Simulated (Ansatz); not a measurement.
# C2H7GaS: the cost of one run

All numbers below are computed with Ansatz 0.2.0 (RKS BLYP/def2-mTZVP).

## 1. The structure to begin with

Bond lengths: C1–S2 1.820 Å, S2–C3 1.879 Å, S2–Ga4 2.493 Å, C3–Ga4 1.999 Å, C1–H5 1.086 Å, C1–H6 1.087 Å, C1–H7 1.092 Å, C3–H8 1.090 Å, C3–H9 1.094 Å, Ga4–H10 1.553 Å, Ga4–H11 1.545 Å. Angles (14 of 21 angles, heavy atoms first): C1–S2–C3 98.6°, C1–S2–Ga4 96.2°, C3–S2–Ga4 52.1°, S2–C3–Ga4 79.9°, S2–Ga4–C3 47.9°, S2–C1–H5 107.1°, S2–C1–H6 108.5°, S2–C1–H7 110.1°, S2–C3–H8 107.3°, S2–C3–H9 104.9°, Ga4–C3–H8 131.9°, Ga4–C3–H9 115.2°, S2–Ga4–H10 105.9°, S2–Ga4–H11 110.7°.

As a file:

```xyz
11

C     0.0369    1.6490   -0.1168
S     0.1177    0.3702    1.1754
C    -0.9719   -0.9238    0.3566
Ga    0.8184   -1.4903   -0.3282
H     0.7801    2.4011    0.1301
H    -0.9557    2.0919   -0.1025
H     0.2491    1.2101   -1.0936
H    -1.8003   -0.3973   -0.1183
H    -1.3660   -1.5229    1.1834
H     1.5028   -0.8168   -1.5493
H     1.5890   -2.5711    0.4632
```

## 2. Preparing the start

input.yaml reads:

```yaml
crystal:
  periodic: [false, false, false]
  atoms:
    - { symbol: C, position_ang: [0.03689, 1.64903, -0.11682] }
    - { symbol: S, position_ang: [0.11772, 0.37023, 1.17539] }
    - { symbol: C, position_ang: [-0.9719, -0.92381, 0.3566] }
    - { symbol: Ga, position_ang: [0.81835, -1.49032, -0.3282] }
    - { symbol: H, position_ang: [0.78013, 2.40107, 0.13009] }
    - { symbol: H, position_ang: [-0.9557, 2.09189, -0.10251] }
    - { symbol: H, position_ang: [0.2491, 1.21009, -1.09359] }
    - { symbol: H, position_ang: [-1.80035, -0.39732, -0.11832] }
    - { symbol: H, position_ang: [-1.36597, -1.5229, 1.18338] }
    - { symbol: H, position_ang: [1.50277, -0.8168, -1.54928] }
    - { symbol: H, position_ang: [1.58897, -2.57115, 0.46325] }
basis:
  gaussian: { orbitals: def2-mTZVP }
hamiltonian:
  xc: blyp
relax:
  f_tol: 0.02
  max_steps: 40
```

On the command line:

```bash
$ ansatz run input.yaml --threads 2 --pin off --max-ram 3072MiB --backend cpu --events-out ev --progress --plain --runs-dir out
```

What time and memory should one allow on 2 threads of Arm Neoverse N1, shared host?

About 39 s, with a peak of 0.17 GiB.
